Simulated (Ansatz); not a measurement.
# MgH8Cl2O4: the cost of one run

All numbers below are computed with Ansatz 0.2.0 (DFT PBE+D3(BJ), plane waves, PAW, scalar-relativistic, no spin polarisation).

### Step 1. Starting point

The cell holds 15 atoms (Cl2H8MgO4): a = 5.708 Å, b = 5.708 Å, c = 5.708 Å, α = 90.00°, β = 90.00°, γ = 90.00°.

Structure file:

```xyz
15
Lattice="5.7083 0.0000 0.0000 0.0000 5.7083 0.0000 0.0000 0.0000 5.7083" Properties=species:S:1:pos:R:3 pbc="T T T"
O     3.2790    4.8421    3.2274
H     3.3897    5.1760    2.3250
H     4.1667    4.9027    3.6101
O     1.9426    1.5142    5.0891
H     2.8615    1.4476    4.7901
H     1.8628    2.4282    5.3994
O     0.7841    3.5574    3.0656
H     0.7669    4.3036    2.4484
H     0.5372    2.7962    2.5200
O     5.0893    2.1109    0.3970
H     5.1512    2.6752   -0.3878
H     4.7945    1.2566    0.0486
Mg    2.9641    2.3345    2.2370
Cl    0.5047    5.0172    0.1227
Cl    5.3654    1.1332    3.4903
```

### Step 2. Relaxing the start

Contents of input.yaml:

```yaml
accuracy: low
crystal:
  lattice:
    - [5.708267, 0.0, 0.0]
    - [0.0, 5.708267, 0.0]
    - [0.0, 0.0, 5.708267]
  atoms:
    - { symbol: O, position: [0.5744344, 0.8482647, 0.5653915] }
    - { symbol: H, position: [0.5938193, 0.906759, 0.4072994] }
    - { symbol: H, position: [0.7299403, 0.8588768, 0.6324422] }
    - { symbol: O, position: [0.3403161, 0.2652574, 0.8915334] }
    - { symbol: H, position: [0.5012841, 0.2535955, 0.8391523] }
    - { symbol: H, position: [0.3263351, 0.4253845, 0.9458871] }
    - { symbol: O, position: [0.1373669, 0.6231984, 0.5370509] }
    - { symbol: H, position: [0.1343407, 0.7539271, 0.4289244] }
    - { symbol: H, position: [0.0941123, 0.4898522, 0.4414565] }
    - { symbol: O, position: [0.8915719, 0.3697998, 0.0695411] }
    - { symbol: H, position: [0.9024146, 0.4686485, -0.0679429] }
    - { symbol: H, position: [0.839926, 0.2201343, 0.0085213] }
    - { symbol: Mg, position: [0.5192688, 0.4089733, 0.3918791] }
    - { symbol: Cl, position: [0.0884241, 0.8789414, 0.0214899] }
    - { symbol: Cl, position: [0.9399271, 0.1985189, 0.6114397] }
basis:
  ecutwfc: 420.0
kpoints:
  mp_grid: { grid: [1, 1, 1] }
hamiltonian:
  xc: pbe
  dispersion: d3bj
scf:
  occupations: { method: fermi_dirac, width: 0.05 }
  lower_state_search: "off"
relax:
  f_tol: 0.3
  max_steps: 15
  adjacent_minimum: "off"
```

Run with:

```console
ansatz run input.yaml --threads 1 --pin off --max-ram 3072MiB --backend cpu --events-out ev --progress --plain --runs-dir out
```

What time and memory should one allow on 1 thread of an Arm CPU, shared host?

About 15 s, with a peak of 0.32 GiB.
